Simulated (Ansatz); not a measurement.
# C4H12GeO3Se: up Jacob's ladder to CCSD(T)

The task here is to estimate one member of a computed series from the others.

The runs use Ansatz 0.2.0, Gaussian basis; functionals in def2-TZVPP, the program's frozen cores in correlated methods.

Plan: LDA (SPW92), PBE-D4, revPBE-D4, BLYP-D4, r2SCAN-D4, B97M-V, PBE0-D4, B3LYP-D4, r2SCANh-D4, r2SCAN0-D4, HSE06-D4, BHLYP-D4, CAM-B3LYP-D4, LC-ωPBE, ωB97X-V, ωB97M-V, B2PLYP, PBE-QIDH; CCSD(T)/def2-SVP; CCSD(T)/def2-TZVPP; MP2/def2-QZVPP; extrapolation to the limit; RPA on PBE.

## The relaxed structure

All runs share one geometry, relaxed beforehand with PBE0-D4 in a triple-zeta def2 set.

SMILES `C[O][Ge]([O]C)([O]C)[Se]C`, 21 atoms, charge 0, spin multiplicity 1.

Atoms are counted from 1 here; the program's logs count them from 0.

Bond lengths: C1–O2 1.412 Å, C1–H10 1.092 Å, C1–H11 1.096 Å, C1–H12 1.097 Å, O2–Ge3 1.762 Å, Ge3–O4 1.766 Å, Ge3–O6 1.762 Å, Ge3–Se8 2.323 Å, O4–C5 1.414 Å, C5–H13 1.096 Å, C5–H14 1.092 Å, C5–H15 1.096 Å, O6–C7 1.412 Å, C7–H16 1.097 Å, C7–H17 1.092 Å, C7–H18 1.096 Å, Se8–C9 1.962 Å, C9–H19 1.087 Å and more. Angles: O2–C1–H10 107.6°, O2–C1–H11 111.8°, O2–C1–H12 112.1°, H10–C1–H11 108.5°, H10–C1–H12 108.6°, H11–C1–H12 108.1°, C1–O2–Ge3 118.8°, O2–Ge3–O4 111.6°, O2–Ge3–O6 100.7°, O2–Ge3–Se8 113.9°, O4–Ge3–O6 111.6°, O4–Ge3–Se8 105.4°, O6–Ge3–Se8 113.8°, Ge3–O4–C5 118.6°, O4–C5–H13 111.9°, O4–C5–H14 107.6°, O4–C5–H15 111.9°, H13–C5–H14 108.5° and more.

The first run:

in.yaml reads:

```yaml
crystal:
  periodic: [false, false, false]
  atoms:
    - {symbol: C, position_ang: [2.111313, 0.398105, -1.641553]}
    - {symbol: O, position_ang: [1.023363, 0.937072, -0.920479]}
    - {symbol: Ge, position_ang: [-0.050840, -0.160668, -0.057911]}
    - {symbol: O, position_ang: [-0.854563, -1.283204, -1.158679]}
    - {symbol: C, position_ang: [-1.604824, -0.755434, -2.235358]}
    - {symbol: O, position_ang: [-1.189817, 0.982824, 0.647968]}
    - {symbol: C, position_ang: [-2.245429, 0.487715, 1.444643]}
    - {symbol: Se, position_ang: [1.028338, -1.497065, 1.505518]}
    - {symbol: C, position_ang: [1.761868, 0.024843, 2.503148]}
    - {symbol: H, position_ang: [2.720041, 1.233437, -1.993219]}
    - {symbol: H, position_ang: [1.777900, -0.179677, -2.511149]}
    - {symbol: H, position_ang: [2.737481, -0.252311, -1.019077]}
    - {symbol: H, position_ang: [-2.428127, -0.121180, -1.888323]}
    - {symbol: H, position_ang: [-2.024706, -1.597490, -2.789046]}
    - {symbol: H, position_ang: [-0.982162, -0.165621, -2.917214]}
    - {symbol: H, position_ang: [-1.883609, -0.154848, 2.256306]}
    - {symbol: H, position_ang: [-2.758099, 1.346107, 1.883192]}
    - {symbol: H, position_ang: [-2.968980, -0.084673, 0.853011]}
    - {symbol: H, position_ang: [0.956980, 0.645079, 2.890367]}
    - {symbol: H, position_ang: [2.420874, 0.610593, 1.866713]}
    - {symbol: H, position_ang: [2.328498, -0.403001, 3.328042]}
basis:
  gaussian: {orbitals: def2-TZVPP}
hamiltonian: {xc: lda}
output: {orbitals: {seedname: orbitals}}
```

Among the steps run: LDA; PBE-D4 (GGA); revPBE-D4 (GGA); BLYP-D4 (GGA); r2SCAN-D4 (meta-GGA); B97M-V (meta-GGA); PBE0-D4 (hybrid); B3LYP-D4 (hybrid); r2SCANh-D4 (hybrid); r2SCAN0-D4 (hybrid); HSE06-D4 (hybrid); BHLYP-D4 (hybrid); CAM-B3LYP-D4 (range-separated); LC-ωPBE (range-separated); ωB97X-V (range-separated); ωB97M-V (range-separated); B2PLYP (double hybrid); PBE-QIDH (double hybrid).

One of the session's tables, all rows but one given; the rest of the session is left out.

It belongs to the step «Frontier levels by functional». 

| functional | HOMO (eV) | gap (eV) |
| --- | --- | --- |
| LDA (SPW92) | -5.84 | 4.29 |
| PBE-D4 | -5.68 | 4.42 |
| revPBE-D4 | -5.62 | 4.48 |
| BLYP-D4 | -5.51 | 4.33 |
| r2SCAN-D4 | -5.94 | 4.95 |
| B97M-V | ? | ? |
| PBE0-D4 | -6.86 | 6.54 |
| B3LYP-D4 | -6.62 | 6.02 |
| r2SCANh-D4 | -6.38 | 5.72 |
| r2SCAN0-D4 | -7.04 | 6.87 |
| HSE06-D4 | -6.47 | 5.77 |
| BHLYP-D4 | -7.88 | 8.50 |
| CAM-B3LYP-D4 | -8.16 | 8.83 |
| LC-ωPBE | -9.52 | 11.44 |
| ωB97X-V | -9.18 | 10.93 |
| ωB97M-V | -9.06 | 10.57 |

Estimate the missing values for B97M-V.

As computed: HOMO (eV): -6.05; gap (eV): 5.05. In the column «HOMO (eV)» it lies between r2SCANh-D4 (-6.38) and r2SCAN-D4 (-5.94).
